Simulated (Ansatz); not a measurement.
**AlClH6SiSn: rigid scan of one bond length**

Program: the Python package of Ansatz 0.2.0. Level of theory: PBE/def2-SVP. These are calculated values, not measurements.

## Step 1: Starting point

Bond lengths: Si1–Al2 2.304 Å, Al2–Cl3 2.181 Å, Al2–Sn4 2.588 Å, Si1–H5 1.501 Å, Si1–H6 1.533 Å, Si1–H7 1.477 Å, Sn4–H8 1.774 Å, Sn4–H9 1.736 Å, Sn4–H10 1.792 Å. Angles (14 of 15 angles, heavy atoms first): Si1–Al2–Cl3 118.9°, Si1–Al2–Sn4 122.0°, Cl3–Al2–Sn4 119.1°, Al2–Si1–H5 111.4°, Al2–Si1–H6 110.4°, Al2–Si1–H7 112.0°, Al2–Sn4–H8 108.6°, Al2–Sn4–H9 113.2°, Al2–Sn4–H10 110.8°, H5–Si1–H6 106.4°, H5–Si1–H7 109.3°, H6–Si1–H7 107.2°, H8–Sn4–H9 109.5°, H8–Sn4–H10 106.7°.

No structure file is read: the coordinates are typed or built in the script.

## Step 2: Script

Contents of alclh6sisn_scan.py:

```python
# -*- coding: utf-8 -*-
"""Potential curve of AlClH6SiSn along one bond."""

import ansatz as az
import matplotlib.pyplot as plt
import numpy as np

GEOMETRY = """
Si    0.01640    1.30380   -1.69460
Al    0.92530   -0.11130   -0.12010
Cl    3.06740   -0.51890   -0.18090
Sn   -0.51950   -1.23510    1.71000
H    -1.04540    0.61500   -2.50070
H    -0.66270    2.49600   -1.01160
H     1.04280    1.84940   -2.60530
H    -1.78100   -2.20000    0.92040
H     0.39870   -2.24670    2.78150
H    -1.35890   -0.00340    2.70430
"""

system = az.Crystal.molecule()
for line in GEOMETRY.strip().splitlines():
    symbol, *xyz = line.split()
    system = system.atom(symbol, [float(v) for v in xyz])

symbols = [site.symbol for site in system.cartesian_sites]
start = np.array([site.position_ang for site in system.cartesian_sites])
axis = (start[3] - start[1]) / np.linalg.norm(start[3] - start[1])
moving = [3, 7, 8, 9]
lengths, energies = [2.2, 2.38, 2.59, 2.85, 3.24, 3.88, 4.66, 5.69], []
for length in lengths:
    xyz = start.copy()
    xyz[moving] += (length - np.linalg.norm(start[3] - start[1])) * axis
    point = az.Crystal.molecule()
    for symbol, xyz in zip(symbols, xyz):
        point = point.atom(symbol, xyz.tolist())
    job = (
        point.calculation()
        .basis(gaussian="def2-SVP")
        .functional("PBE")
    )
    report = job.run(threads=1, backend="cpu").report
    energies.append(report["free_energy_ev"])
    print(f"r = {length:6.3f} A  E = {energies[-1]:.5f} eV  <S^2> = {abs(report['mean_field']['state']['spin_squared']):.3f}")

print("energy above the lowest point (eV):", [round(e - min(energies), 3) for e in energies])
plt.figure(figsize=(4.5, 3))
plt.plot(lengths, np.array(energies) - min(energies), "o-")
plt.xlabel("bond length (A)")
plt.ylabel("E - E(min) (eV)")
plt.tight_layout()
plt.savefig("scan.png", dpi=100)
```

## Step 3: The input behind the calls

The package turns the script's settings into the engine's input (first run):

```yaml
crystal:
  periodic: [false, false, false]
  atoms:
    - { symbol: Si, position_ang: [0.0164, 1.3038, -1.6946] }
    - { symbol: Al, position_ang: [0.9253, -0.1113, -0.1201] }
    - { symbol: Cl, position_ang: [3.0674, -0.5189, -0.1809] }
    - { symbol: Sn, position_ang: [-0.30271789893853673, -1.06648169630892, 1.4354063377958306] }
    - { symbol: H, position_ang: [-1.0454, 0.615, -2.5007] }
    - { symbol: H, position_ang: [-0.6627, 2.496, -1.0116] }
    - { symbol: H, position_ang: [1.0428, 1.8494, -2.6053] }
    - { symbol: H, position_ang: [-1.5642178989385367, -2.03138169630892, 0.6458063377958306] }
    - { symbol: H, position_ang: [0.6154821010614632, -2.07808169630892, 2.5069063377958303] }
    - { symbol: H, position_ang: [-1.1421178989385368, 0.16521830369108004, 2.429706337795831] }
basis:
  gaussian:
    orbitals: def2-SVP
hamiltonian:
  xc: pbe
```

## Step 4: Running it

On the command line:

```console
$ python alclh6sisn_scan.py
```

What time and memory should one allow on 1 thread of Arm Neoverse V2, shared host?

About 31 s, with a peak of 0.26 GiB.
